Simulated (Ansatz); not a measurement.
**AlBH₄N₂: vertical ionisation energy**

Aim: the vertical ionisation energy of AlBH₄N₂, as cation minus neutral at the neutral's geometry, on several levels, and how well −ε(HOMO) stands in for it.

Program: Ansatz 0.2.0, Gaussian basis. Level of theory: unrestricted cation, the program's frozen cores in correlated methods. These are calculated values, not measurements.

The runs, in order: UKS PBE-D4/def2-TZVPP; UKS r2SCAN-D4/def2-TZVPP; UKS PBE0-D4/def2-TZVPP; UKS B3LYP-D4/def2-TZVPP; UKS wB97X-V/def2-TZVPP; UKS wB97M-V/def2-TZVPP; UKS B2PLYP/def2-TZVPP; UHF-CCSD(T)/def2-TZVPP; UHF-MP2/def2-QZVPP; extrapolation to the limit; then −ε(HOMO) from the neutral's earlier runs with LDA (SPW92), PBE-D4, revPBE-D4, BLYP-D4, r2SCAN-D4, B97M-V, PBE0-D4, B3LYP-D4, r2SCANh-D4, r2SCAN0-D4, HSE06-D4, BHLYP-D4, CAM-B3LYP-D4, LC-ωPBE, ωB97X-V, ωB97M-V.

## 1. Structure used throughout

An earlier PBE0-D4 in a triple-zeta def2 set relaxation fixed the geometry.

8 atoms, charge 0, spin multiplicity 1.

Atoms are counted from 1 here; the program's logs count them from 0.

Bond lengths: B1–N2 1.445 Å, B1–N4 1.445 Å, B1–H5 1.199 Å, N2–Al3 1.784 Å, N2–H6 1.000 Å, Al3–N4 1.784 Å, Al3–H7 1.575 Å, N4–H8 1.000 Å. Angles: N2–B1–N4 107.1°, N2–B1–H5 126.5°, N4–B1–H5 126.5°, B1–N2–Al3 85.8°, B1–N2–H6 125.9°, Al3–N2–H6 148.3°, N2–Al3–N4 81.3°, N2–Al3–H7 139.4°, N4–Al3–H7 139.4°, B1–N4–Al3 85.8°, B1–N4–H8 125.9°, Al3–N4–H8 148.3°.

Geometry (Å):

```xyz
8
charge 0, multiplicity 1
B    -0.8363    0.3734   -0.2216
N     0.3076    1.0731    0.3162
Al    1.1306   -0.5094    0.2763
N    -0.4535   -1.0115   -0.3732
H    -1.9019    0.8516   -0.4913
H     0.3501    2.0486    0.5307
H     2.5305   -1.1377    0.6309
H    -1.0350   -1.7452   -0.7239
```

## 2. Cation, UKS PBE-D4/def2-TZVPP

Input file in.yaml:

```yaml
crystal:
  periodic: [false, false, false]
  atoms:
    - {symbol: B, position_ang: [-0.836266, 0.373386, -0.221615]}
    - {symbol: N, position_ang: [0.307571, 1.073126, 0.316229]}
    - {symbol: Al, position_ang: [1.130624, -0.509398, 0.276295]}
    - {symbol: N, position_ang: [-0.453526, -1.011467, -0.373158]}
    - {symbol: H, position_ang: [-1.901916, 0.851636, -0.491268]}
    - {symbol: H, position_ang: [0.350137, 2.048636, 0.530749]}
    - {symbol: H, position_ang: [2.530481, -1.137747, 0.630851]}
    - {symbol: H, position_ang: [-1.035006, -1.745173, -0.723882]}
basis:
  gaussian: {orbitals: def2-TZVPP}
total_charge: 1
magnetization: {spin_polarized: true, initial_magnetization: 1}
hamiltonian: {xc: pbe, dispersion: d4}
```

The run is started by

```sh
$ ansatz run in.yaml --threads 2 --pin off --events-out ev --progress --plain --max-ram 4352MiB
```

After this run come: Cation, UKS r2SCAN-D4/def2-TZVPP; Cation, UKS PBE0-D4/def2-TZVPP; Cation, UKS B3LYP-D4/def2-TZVPP; Cation, UKS wB97X-V/def2-TZVPP; Cation, UKS wB97M-V/def2-TZVPP; Cation, UKS B2PLYP (frozen core)/def2-TZVPP; Cation, UHF-CCSD(T)/def2-TZVPP; Cation, UHF-MP2/def2-QZVPP.

Q: Predict the results of all the runs planned. Wanted: ionisation energy, CCSD(T)/CBS; nearest functional by difference; nearest −ε(HOMO); −ε(HOMO) of PBE; T1 of the cation.

The runs gave:

| quantity | value |
| --- | --- |
| ionisation energy, CCSD(T)/CBS | 8.98 eV |
| nearest functional by difference | ωB97M-V (-0.16 eV) |
| nearest −ε(HOMO) | ωB97X-V (-0.04 eV) |
| −ε(HOMO) of PBE | 5.28 eV |
| T1 of the cation | 0.023 |

In words: Energy differences with functionals land within 0.37 eV of the reference. The PBE orbital energy is 3.7 eV too small: a semilocal HOMO is no ionisation energy. Among orbital estimates ωB97X-V comes nearest. Hartree-Fock falls 1.38 eV short, as the neutral has more correlation energy than the cation.
